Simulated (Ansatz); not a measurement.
# Ga8Sb5As3: the cost of one run

Program: Ansatz 0.2.0. Level of theory: DFT PBEsol, scalar-relativistic, plane waves, PAW. These are calculated values, not measurements.

That is the level of the relaxation; later steps name their own.

## (1) The system as given

The structure is trigonal, space group R3m (No. 160). The conventional cell has a = 8.406 Å, b = 8.406 Å, c = 20.590 Å, α = 90.00°, β = 90.00°, γ = 120.00°. Around Ga (site symmetry m) lie 1 As at 2.57 Å and 3 Sb at 2.57 Å. Around Ga (site symmetry 3m) lie 3 As at 2.57 Å and 1 Sb at 2.57 Å. Around Ga (site symmetry 3m) lie 4 Sb at 2.57 Å. Ga (site symmetry m) has 2 As at 2.57 Å and 2 Sb at 2.57 Å as nearest neighbours. As (site symmetry m) has 4 Ga at 2.57 Å as nearest neighbours. Around Sb (site symmetry 3m) lie 4 Ga at 2.57 Å. Sb (site symmetry m) is surrounded by 4 Ga at 2.57 Å.

As a file:

```
CELL_PARAMETERS angstrom
-5.94389 5.94389 0.00000
-5.94389 0.00000 5.94389
0.00000 5.94389 5.94389
ATOMIC_POSITIONS crystal
Ga 0.00000 0.00000 0.00000
Ga 0.50000 0.00000 0.00000
Ga 0.00000 0.50000 0.00000
Ga 0.00000 0.00000 0.50000
Ga 0.50000 0.50000 0.00000
Ga 0.50000 0.00000 0.50000
Ga 0.00000 0.50000 0.50000
Ga 0.50000 0.50000 0.50000
As 0.87500 0.87500 0.37500
As 0.37500 0.87500 0.37500
As 0.87500 0.37500 0.37500
Sb 0.87500 0.87500 0.87500
Sb 0.37500 0.37500 0.37500
Sb 0.37500 0.87500 0.87500
Sb 0.87500 0.37500 0.87500
Sb 0.37500 0.37500 0.87500
```

(A quick probe on a coarse mesh, which set the mesh and smearing, is not shown.)

## (3) Coarse relaxation

File input.yaml:

```yaml
crystal:
  lattice:
    - [-5.9438875, 5.9438875, 0.0]
    - [-5.9438875, 0.0, 5.9438875]
    - [0.0, 5.9438875, 5.9438875]
  atoms:
    - { symbol: Ga, position: [0.0, 0.0, 0.0] }
    - { symbol: Ga, position: [0.5, 0.0, 0.0] }
    - { symbol: Ga, position: [0.0, 0.5, 0.0] }
    - { symbol: Ga, position: [0.0, 0.0, 0.5] }
    - { symbol: Ga, position: [0.5, 0.5, 0.0] }
    - { symbol: Ga, position: [0.5, 0.0, 0.5] }
    - { symbol: Ga, position: [0.0, 0.5, 0.5] }
    - { symbol: Ga, position: [0.5, 0.5, 0.5] }
    - { symbol: As, position: [0.875, 0.875, 0.375] }
    - { symbol: As, position: [0.375, 0.875, 0.375] }
    - { symbol: As, position: [0.875, 0.375, 0.375] }
    - { symbol: Sb, position: [0.875, 0.875, 0.875] }
    - { symbol: Sb, position: [0.375, 0.375, 0.375] }
    - { symbol: Sb, position: [0.375, 0.875, 0.875] }
    - { symbol: Sb, position: [0.875, 0.375, 0.875] }
    - { symbol: Sb, position: [0.375, 0.375, 0.875] }
basis:
  ecutwfc: 420
kpoints:
  mp_grid: { grid: [4, 4, 4] }
hamiltonian:
  xc: pbesol
scf:
  occupations: { method: gaussian, width: 0.1 }
output:
  forces: true
  stress: true
  eigenvalues: true
relax:
  adjacent_minimum: "off"
  f_tol: 0.05
  max_steps: 80
  cell: { stress_tol: 0.5 }
```

Run with:

```
$ ansatz run input.yaml --threads 4 --pin off --max-ram 10240MiB --backend cpu --events-out ev --progress --plain --runs-dir out
```

What time and memory should one allow on 4 threads of Arm Neoverse V1, shared host?

About 2.3 min, with a peak of 1.7 GiB.
